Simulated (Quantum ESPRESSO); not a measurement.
# SbSe2: phonons with LDA

SbSe2:

```
Sb Se
1.0
     0.00000    3.45640    3.45640
     3.45640    0.00000    3.45640
     3.45640    3.45640    0.00000
Sb Se
1 2
Direct
  0.00000 0.00000 0.00000
  0.25000 0.25000 0.25000
  0.75000 0.75000 0.75000
```

The cell was built by a generator and needn't be a form met in nature.

```yaml
Program: Quantum ESPRESSO 7.5
Task: phonons
Functional: LDA
Potentials_or_basis: PseudoDojo 0.4.1 SR LDA standard
Cutoff: 1170 eV
Density_cutoff: 4680 eV
k_mesh: 2 × 2 × 2, shifted
Occupations: fermi-dirac, width 0.05 eV
Spin: no spin polarisation
Form_of_the_LDA_correlation: PW92
Mixing_beta: 0.5
Most_SCF_iterations: 120
SCF_threshold: 6e-10 Ry
```

| Quantity | Value |
| --- | --- |
| Relaxed volume | 25.42 Å³/atom |
| Relaxed cell | a = 4.760 Å, b = 4.760 Å, c = 4.760 Å, α = 60.00°, β = 60.00°, γ = 60.00° |
| Space group after relaxing (to 0.05 Å) | Fm-3m (No. 225) |
| Pressure after relaxing | 0.0 GPa |
| Band gap on the k mesh | none (metal or under the smearing width) |
| Highest phonon frequency at Γ | 110 cm⁻¹ |

The path:
| step | energy change (eV) | largest force (eV/Å) | pressure (GPa) | volume (Å³) |
| --- | --- | --- | --- | --- |
| 1 | 0.0000 | 0.0000 | -4.18 | 82.59 |
| 2 | -0.0405 | 0.0000 | -3.21 | 80.84 |
| 3 | -0.0791 | 0.0000 | -1.54 | 78.26 |
| 4 | -0.0888 | 0.0000 | 0.18 | 76.03 |
| 5 | -0.0890 | 0.0000 | -0.01 | 76.26 |
| 6 | -0.0890 | 0.0000 | 0.00 | 76.25 |

Final structure:
```cif
data_structure
_symmetry_space_group_name_H-M 'P 1'
_symmetry_Int_Tables_number 1
_cell_length_a 4.7598
_cell_length_b 4.7598
_cell_length_c 4.7598
_cell_angle_alpha 60.000
_cell_angle_beta 60.000
_cell_angle_gamma 60.000
_cell_volume 76.25
loop_
_atom_site_label
_atom_site_type_symbol
_atom_site_fract_x
_atom_site_fract_y
_atom_site_fract_z
_atom_site_occupancy
Sb1 Sb 0.00000 0.00000 0.00000 1
Se1 Se 0.25000 0.25000 0.25000 1
Se2 Se 0.75000 0.75000 0.75000 1
```

Levels at points of the mesh, in eV from the Fermi level:
```
           k point  band 19  band 20  band 21  band 22  band 23  band 24  band 25  band 26  band 27  band 28
(0.25, 0.25, 0.25)    -3.26    -3.26    -3.18    -1.80    -1.80     0.18     2.20     2.20     2.28     7.32
```

Phonon frequencies in cm⁻¹ (negative: imaginary):
```csv
q point,frequencies
"(0.000, 0.000, 0.000)",-1 -1 -1 52 52 52 110 110 110
```

Optical modes at Γ, degenerate ones joined:
```csv
cm⁻¹,components,symmetry,active in
52,3,T1u,IR
110,3,T2g,Raman
```

It took 2.6 min on 4 MPI ranks on Arm Neoverse V1, on a shared host, peak memory 0.28 GiB a rank.

Caveat: the k mesh is coarse (spacing up to 0.79 Å⁻¹), so the values aren't converged; the mesh is thin for the phonons of a metal. Spin-orbit coupling is left out, which matters for the levels of Sb.
